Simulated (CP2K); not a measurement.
# AgRh under changes of volume

One of the cells (16.064 Å³/atom); the others are scaled copies at fixed shape and fractional positions:

```xyz
2
Lattice="2.7776 0.0000 0.0000 -1.3888 2.4055 0.0000 0.0000 0.0000 4.8086" Properties=species:S:1:pos:R:3 pbc="T T T"
Ag    0.0000    0.0000    2.4043
Rh    1.3888    0.8018    0.0000
```

The cell comes from a database or a generator and needn't be the stable form of this composition.

* Program: CP2K 2026.2
* Functional: PBE
* Potentials or basis: POTENTIAL_UZH Ag GTH-PBE-q11, Rh GTH-PBE-q17; TZVP-MOLOPT-PBE-GTH basis
* Density cutoff: 6123 eV
* k mesh: 11 × 11 × 6
* Occupations: fermi-dirac, width 0.05 eV
* Spin: no spin polarisation

| volume (Å³/atom) | energy over the lowest point (meV/atom) | pressure (GPa) |
| --- | --- | --- |
| 15.100 | ? | ? |
| 15.421 | 6.19 | 5.0 |
| 15.743 | 0.00 | 1.4 |
| 16.064 | 0.66 | -1.8 |
| 16.385 | 7.34 | -4.6 |
| 16.707 | 19.28 | -7.1 |
| 17.028 | 35.80 | -9.2 |

Question: What does the run at 15.100 Å³/atom give?

Answer: Energy over the lowest point 20.16 meV/atom; pressure 9.2 GPa.

Worked out: A Birch-Murnaghan fit of order 3 (a polynomial in V^(-2/3)) to the other rows has its minimum at 15.87 Å³/atom with B0 = V·E''(V) = 160 GPa and B' = 5.5 at fixed shape and positions, which overstates the stiffness. It gives 20.18 meV/atom at 15.100 Å³/atom, against the run's 20.16, and -dE/dV = 9.1 GPa, against 9.2.

Energies are extrapolated to zero smearing.

Caveats: the basis of atomic orbitals isn't converged, which shifts pressures, moduli and gaps.
